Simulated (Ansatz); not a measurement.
# C2H4BrClSi: one species, many methods

An exercise on one series of results from a longer session: the logs are not shown, and one member is left open.

Method: functionals in def2-TZVPP, the program's frozen cores in correlated methods; program: Ansatz 0.2.0, Gaussian basis.

Plan: LDA (SPW92), PBE-D4, revPBE-D4, BLYP-D4, r2SCAN-D4, B97M-V, PBE0-D4, B3LYP-D4, r2SCANh-D4, r2SCAN0-D4, HSE06-D4, BHLYP-D4, CAM-B3LYP-D4, LC-ωPBE, ωB97X-V, ωB97M-V, B2PLYP, PBE-QIDH; CCSD(T)/def2-SVP; CCSD(T)/def2-TZVPP; MP2/def2-QZVPP; extrapolation to the limit; RPA on PBE.

## Structure used throughout

An earlier PBE0-D4 in a triple-zeta def2 set relaxation fixed the geometry.

SMILES `C=C[SiH](Cl)Br`, 9 atoms, charge 0, spin multiplicity 1.

Atoms are counted from 1 here; the program's logs count them from 0.

Bond lengths: C1–C2 1.330 Å, C1–H6 1.087 Å, C1–H7 1.086 Å, C2–Si3 1.840 Å, C2–H8 1.087 Å, Si3–Cl4 2.047 Å, Si3–Br5 2.214 Å, Si3–H9 1.477 Å. Angles: C2–C1–H6 121.8°, C2–C1–H7 122.1°, H6–C1–H7 116.1°, C1–C2–Si3 120.7°, C1–C2–H8 119.7°, Si3–C2–H8 119.6°, C2–Si3–Cl4 110.5°, C2–Si3–Br5 110.2°, C2–Si3–H9 111.0°, Cl4–Si3–Br5 108.2°, Cl4–Si3–H9 108.6°, Br5–Si3–H9 108.3°.

Set-up of the first run:

Contents of in.yaml:

```yaml
crystal:
  periodic: [false, false, false]
  atoms:
    - {symbol: C, position_ang: [-1.391655, -0.751319, -0.197571]}
    - {symbol: C, position_ang: [-0.613618, 0.143249, 0.405514]}
    - {symbol: Si, position_ang: [1.133153, 0.376091, -0.122681]}
    - {symbol: Cl, position_ang: [1.449962, 2.307820, -0.722898]}
    - {symbol: Br, position_ang: [2.505274, -0.059597, 1.560011]}
    - {symbol: H, position_ang: [-1.028598, -1.367339, -1.015820]}
    - {symbol: H, position_ang: [-2.424789, -0.909870, 0.097355]}
    - {symbol: H, position_ang: [-1.012428, 0.740427, 1.222091]}
    - {symbol: H, position_ang: [1.471098, -0.525862, -1.243001]}
basis:
  gaussian: {orbitals: def2-TZVPP}
hamiltonian: {xc: lda}
output: {orbitals: {seedname: orbitals}}
```

On the command line:

```
> ansatz run in.yaml --threads 4 --pin off --events-out ev --progress --plain --max-ram 10444MiB
```

Among the steps run: LDA; PBE-D4 (GGA); revPBE-D4 (GGA); BLYP-D4 (GGA); r2SCAN-D4 (meta-GGA); B97M-V (meta-GGA); B3LYP-D4 (hybrid); r2SCANh-D4 (hybrid); r2SCAN0-D4 (hybrid); HSE06-D4 (hybrid); BHLYP-D4 (hybrid); CAM-B3LYP-D4 (range-separated); LC-ωPBE (range-separated); ωB97X-V (range-separated); ωB97M-V (range-separated); B2PLYP (double hybrid); PBE-QIDH (double hybrid).

One table of the session follows, with a row left open; its other results are not shown here.

It belongs to the step «Frontier levels by functional». 

| functional | HOMO (eV) | gap (eV) |
| --- | --- | --- |
| LDA (SPW92) | -7.30 | 4.94 |
| PBE-D4 | -7.14 | 5.04 |
| revPBE-D4 | -7.08 | 5.07 |
| BLYP-D4 | ? | ? |
| r2SCAN-D4 | -7.44 | 5.53 |
| B97M-V | -7.48 | 5.63 |
| PBE0-D4 | -8.36 | 7.23 |
| B3LYP-D4 | -8.09 | 6.77 |
| r2SCANh-D4 | -7.88 | 6.33 |
| r2SCAN0-D4 | -8.55 | 7.52 |
| HSE06-D4 | -7.96 | 6.45 |
| BHLYP-D4 | -9.36 | 9.35 |
| CAM-B3LYP-D4 | -9.66 | 9.70 |
| LC-ωPBE | -11.08 | 12.24 |
| ωB97X-V | -10.69 | 11.79 |
| ωB97M-V | -10.56 | 11.53 |

**Question.** Estimate the row for BLYP-D4.

Worked estimate for «HOMO (eV)». Against the share of exact exchange, B3LYP-D4 (0.2, -8.09), BHLYP-D4 (0.5, -9.36) give a slope of -4.23 per unit share; at 0 the line stands at -7.24.

**Answer.** HOMO (eV): -6.96; gap (eV): 5.02. In «HOMO (eV)» the line misses by -0.28.
